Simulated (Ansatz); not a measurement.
# C₂H₅F₃OZr: basis-set convergence

How large a basis does C₂H₅F₃OZr need? Two functionals are run in growing sets.

Method: one geometry, several basis sets; program: Ansatz 0.2.0, Gaussian basis.

Plan: PBE0-D4/def2-SVP; ωB97M-V/def2-SVP; PBE0-D4/def2-QZVPP; ωB97M-V/def2-QZVPP; the functionals' def2-TZVPP values are taken from earlier runs.

### 1 Structure used throughout

All runs share one geometry, relaxed beforehand with PBE0-D4 in a triple-zeta def2 set. Zr takes the def2 core potential; no spin-orbit term is included.

SMILES `CC[O][Zr]([F])([F])[F]`, 12 atoms, charge 0, spin multiplicity 1.

Atoms are counted from 1 here; the program's logs count them from 0.

Bond lengths: C1–C2 1.511 Å, C1–H8 1.092 Å, C1–H9 1.092 Å, C1–H10 1.093 Å, C2–O3 1.403 Å, C2–H11 1.095 Å, C2–H12 1.095 Å, O3–Zr4 1.890 Å, Zr4–F5 1.909 Å, Zr4–F6 1.909 Å, Zr4–F7 1.909 Å. Angles: C2–C1–H8 110.8°, C2–C1–H9 110.8°, C2–C1–H10 110.1°, H8–C1–H9 108.5°, H8–C1–H10 108.3°, H9–C1–H10 108.3°, C1–C2–O3 111.2°, C1–C2–H11 110.6°, C1–C2–H12 110.6°, O3–C2–H11 108.3°, O3–C2–H12 108.4°, H11–C2–H12 107.5°, C2–O3–Zr4 177.2°, O3–Zr4–F5 109.2°, O3–Zr4–F6 109.1°, O3–Zr4–F7 109.1°, F5–Zr4–F6 109.7°, F5–Zr4–F7 109.9° and more.

Coordinates:

```mol
C2H5F3OZr
  3D, bonds by distance, orders not assigned

 12 11  0  0  0  0  0  0  0  0999 V2000
    0.4910   -1.7914    0.2456 C   0  0
    0.1643   -0.8224   -0.8662 C   0  0
   -0.1372    0.4504   -0.3589 O   0  0
   -0.5395    2.1295    0.4091 Zr  0  0
   -2.0127    2.9094   -0.5209 F   0  0
   -0.9939    1.8839    2.2465 F   0  0
    0.9894    3.2639    0.2706 F   0  0
   -0.3527   -1.8932    0.9313 H   0  0
    1.3596   -1.4509    0.8134 H   0  0
    0.7176   -2.7763   -0.1694 H   0  0
    1.0101   -0.7273   -1.5558 H   0  0
   -0.6959   -1.1756   -1.4453 H   0  0
  1  2  8  0
  2  3  8  0
  3  4  8  0
  4  5  8  0
  4  6  8  0
  4  7  8  0
  1  8  8  0
  1  9  8  0
  1 10  8  0
  2 11  8  0
  2 12  8  0
M  END
```

### 2 PBE0-D4 in def2-SVP

The input, in.yaml:

```yaml
crystal:
  periodic: [false, false, false]
  atoms:
    - {symbol: C, position_ang: [0.491046, -1.791415, 0.245621]}
    - {symbol: C, position_ang: [0.164314, -0.822438, -0.866200]}
    - {symbol: O, position_ang: [-0.137186, 0.450354, -0.358865]}
    - {symbol: Zr, position_ang: [-0.539544, 2.129541, 0.409052]}
    - {symbol: F, position_ang: [-2.012745, 2.909434, -0.520920]}
    - {symbol: F, position_ang: [-0.993895, 1.883934, 2.246474]}
    - {symbol: F, position_ang: [0.989422, 3.263905, 0.270597]}
    - {symbol: H, position_ang: [-0.352747, -1.893224, 0.931312]}
    - {symbol: H, position_ang: [1.359560, -1.450870, 0.813435]}
    - {symbol: H, position_ang: [0.717595, -2.776335, -0.169388]}
    - {symbol: H, position_ang: [1.010069, -0.727337, -1.555816]}
    - {symbol: H, position_ang: [-0.695890, -1.175550, -1.445302]}
basis:
  gaussian: {orbitals: def2-SVP}
hamiltonian: {xc: pbe0, dispersion: d4}
output: {orbitals: {seedname: orbitals}}
```

On the command line:

```bash
$ ansatz run in.yaml --threads 4 --pin off --events-out ev --progress --plain --max-ram 11315MiB
```

Further steps of the session: ωB97M-V in def2-SVP; PBE0-D4 in def2-QZVPP; ωB97M-V in def2-QZVPP.

Before running them: what should the planned runs give, taken together? Wanted: PBE0-D4: double and triple zeta above quadruple; ωB97M-V: double and triple zeta above quadruple.

As calculated:

| quantity | value |
| --- | --- |
| PBE0-D4: double and triple zeta above quadruple | 15.90, 0.77 eV |
| ωB97M-V: double and triple zeta above quadruple | 16.27, 0.73 eV |

In words: For PBE0-D4 the step from double to triple zeta gains 15.13 eV and the next only 0.77 eV. Total energies overstate the basis error of differences, where much of it tends to cancel.
